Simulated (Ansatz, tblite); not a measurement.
# The cluster Cd7H20S7: a ladder of methods and basis sets

How do method and basis change the picture of the cluster Cd7H20S7 (singlet)?

Computed with Ansatz 0.2.0, Gaussian basis. Level: as each input shows.

Levels to be run: GFN1-xTB, GFN2-xTB, PBE-D4/def2-TZVP, r2SCAN-D4/def2-TZVP, B2PLYP/def2-TZVP, r2SCANh-D4/def2-TZVP, BLYP-D4/def2-TZVP, LC-ωPBE(0.10)/def2-SVP, LC-ωPBE(0.15)/def2-SVP, LC-ωPBE(0.20)/def2-SVP, LC-ωPBE(0.30)/def2-SVP, PBE-D4/def2-SVP, PBE0-D4/def2-SVP, MP2/def2-SVP, RPA/def2-SVP.

1 further run of the same task is left out (set aside as unsound or not needed).

### 1 The geometry

The singlet was relaxed beforehand with PBE-D4/def2-SVP.

34 atoms, charge 0, spin multiplicity 1.

Bond lengths: Cd1–H15 1.697 Å, Cd1–H16 1.698 Å, S2–Cd5 2.951 Å, S2–H17 1.364 Å, S2–H18 1.363 Å, S3–Cd4 2.593 Å, S3–Cd9 2.589 Å, S3–H19 1.362 Å, Cd4–S6 2.774 Å, Cd4–S7 2.741 Å, Cd4–H20 1.696 Å, Cd5–S6 2.611 Å, Cd5–S10 2.609 Å, Cd5–H21 1.693 Å, S6–Cd8 2.723 Å, S6–H22 1.362 Å, S7–Cd8 2.678 Å, S7–Cd12 2.690 Å and more. Angles: H15–Cd1–H16 170.6°, Cd5–S2–H17 102.4°, Cd5–S2–H18 102.6°, H17–S2–H18 92.5°, Cd4–S3–Cd9 135.3°, Cd4–S3–H19 97.8°, Cd9–S3–H19 97.7°, S3–Cd4–S6 93.4°, S3–Cd4–S7 98.7°, S3–Cd4–H20 134.4°, S6–Cd4–S7 81.7°, S6–Cd4–H20 117.8°, S7–Cd4–H20 117.0°, S2–Cd5–S6 84.9°, S2–Cd5–S10 85.0°, S2–Cd5–H21 111.0°, S6–Cd5–S10 91.2°, S6–Cd5–H21 132.9° and more.

Cd takes a core potential in the def2 sets. No spin-orbit coupling is included.

PBE0-D4/def2-TZVP was run before; its log isn't repeated, and its numbers join the tables.

### 2 GFN1-xTB

Tight binding, by tblite at 300 K electronic temperature and without a spin-polarisation term:

```python
tblite.interface.Calculator('GFN1-xTB', numbers, positions, charge=0, uhf=0).singlepoint()
```

Energy -1164.0337 eV, HOMO -9.82 eV, LUMO -6.27 eV; 0.07 s.

### 3 GFN2-xTB

Tight binding, by tblite at 300 K electronic temperature and without a spin-polarisation term:

```python
tblite.interface.Calculator('GFN2-xTB', numbers, positions, charge=0, uhf=0).singlepoint()
```

Energy -1014.7584 eV, HOMO -9.93 eV, LUMO -7.04 eV; 0.063 s.

### 4 PBE-D4/def2-TZVP

start.molden holds the orbitals of an earlier run on this state, given as this run's starting guess.

Input file in.yaml:

```yaml
crystal:
  periodic: [false, false, false]
  atoms:
    - {symbol: Cd, position_ang: [0.017069, -4.892541, -2.121319]}
    - {symbol: S, position_ang: [-0.022214, -4.085962, 1.015567]}
    - {symbol: S, position_ang: [-0.007701, -1.841803, -1.911324]}
    - {symbol: Cd, position_ang: [-2.402862, -1.027555, -1.344018]}
    - {symbol: Cd, position_ang: [-0.004909, -1.819396, 2.905433]}
    - {symbol: S, position_ang: [-1.870341, -0.827994, 1.370555]}
    - {symbol: S, position_ang: [-1.910728, 1.666934, -1.232721]}
    - {symbol: Cd, position_ang: [-2.526236, 1.815167, 1.369354]}
    - {symbol: Cd, position_ang: [2.388775, -1.039769, -1.349930]}
    - {symbol: S, position_ang: [1.859252, -0.842642, 1.363997]}
    - {symbol: S, position_ang: [1.913131, 1.659103, -1.232873]}
    - {symbol: Cd, position_ang: [0.006642, 3.542927, -1.029485]}
    - {symbol: Cd, position_ang: [2.529045, 1.800532, 1.368595]}
    - {symbol: S, position_ang: [0.003777, 2.691274, 1.568784]}
    - {symbol: H, position_ang: [-1.671399, -5.044205, -2.204001]}
    - {symbol: H, position_ang: [1.711177, -5.010235, -2.113103]}
    - {symbol: H, position_ang: [-0.997052, -4.888144, 1.530711]}
    - {symbol: H, position_ang: [0.972070, -4.884053, 1.498831]}
    - {symbol: H, position_ang: [-0.007030, -1.509420, -3.232315]}
    - {symbol: H, position_ang: [-3.961128, -1.508130, -1.810231]}
    - {symbol: H, position_ang: [-0.001299, -2.364701, 4.507700]}
    - {symbol: H, position_ang: [-2.995659, -1.319246, 1.959711]}
    - {symbol: H, position_ang: [-2.994499, 2.281950, -1.782000]}
    - {symbol: H, position_ang: [-5.192298, 3.716073, -0.994124]}
    - {symbol: H, position_ang: [-5.004313, 3.471874, -0.289295]}
    - {symbol: H, position_ang: [-3.860879, 2.425614, 2.219395]}
    - {symbol: H, position_ang: [3.942686, -1.525935, -1.824056]}
    - {symbol: H, position_ang: [2.982339, -1.343625, 1.949397]}
    - {symbol: H, position_ang: [2.999700, 2.268265, -1.783093]}
    - {symbol: H, position_ang: [5.206943, 3.691684, -0.996884]}
    - {symbol: H, position_ang: [0.008219, 5.105418, -1.683309]}
    - {symbol: H, position_ang: [3.865321, 2.403272, 2.221575]}
    - {symbol: H, position_ang: [5.017451, 3.448312, -0.292152]}
    - {symbol: H, position_ang: [0.006970, 3.786956, 2.376630]}
basis:
  gaussian: {orbitals: def2-TZVP, fitting: {mean_field: def2-universal-jkfit}, initial_orbitals: start.molden}
hamiltonian: {xc: pbe, dispersion: d4}
scf: {omitted_lower_state_checks: [starts]}
output: {forces: true, orbitals: {seedname: orbitals}}
```

Run with:

```bash
$ ansatz run in.yaml --threads 2 --pin off --events-out ev --progress --plain --max-ram 32768MiB --backend cuda --devices 0, --max-vram 18GiB
```

Further steps of the session: r2SCAN-D4/def2-TZVP; B2PLYP/def2-TZVP; r2SCANh-D4/def2-TZVP; BLYP-D4/def2-TZVP; LC-ωPBE(0.10)/def2-SVP; LC-ωPBE(0.15)/def2-SVP; LC-ωPBE(0.20)/def2-SVP; LC-ωPBE(0.30)/def2-SVP; PBE-D4/def2-SVP; PBE0-D4/def2-SVP; MP2/def2-SVP; RPA/def2-SVP.

Before running them: what should the planned runs give, taken together? Wanted: gap in def2-TZVP, named functionals, smallest and largest; gap over the ω; correlation energy, MP2/def2-SVP; binding an atom, functionals in def2-TZVP; PBE0 total energy, smallest basis above largest.

**Answer**, as computed:

| quantity | value |
| --- | --- |
| gap in def2-TZVP, named functionals, smallest and largest | 3.88 eV (BLYP-D4), 5.83 eV (PBE0-D4) |
| gap over the ω (1/bohr) | 6.63 eV at 0.1, 9.80 eV at 0.3 |
| correlation energy, MP2/def2-SVP | -101.73 eV |
| binding an atom, functionals in def2-TZVP | 2.12 (BLYP-D4) to 2.21 eV (r2SCAN-D4) |
| PBE0 total energy, smallest basis above largest | 33.23 eV (def2-SVP, def2-TZVP) |

Orbital gaps of the named functionals in def2-TZVP span 3.88 eV (BLYP-D4) to 5.83 eV (PBE0-D4); exact exchange widens it. Raising the ω (1/bohr) from 0.1 to 0.3 moves the HOMO by -1.83 eV and the LUMO by +1.34 eV.
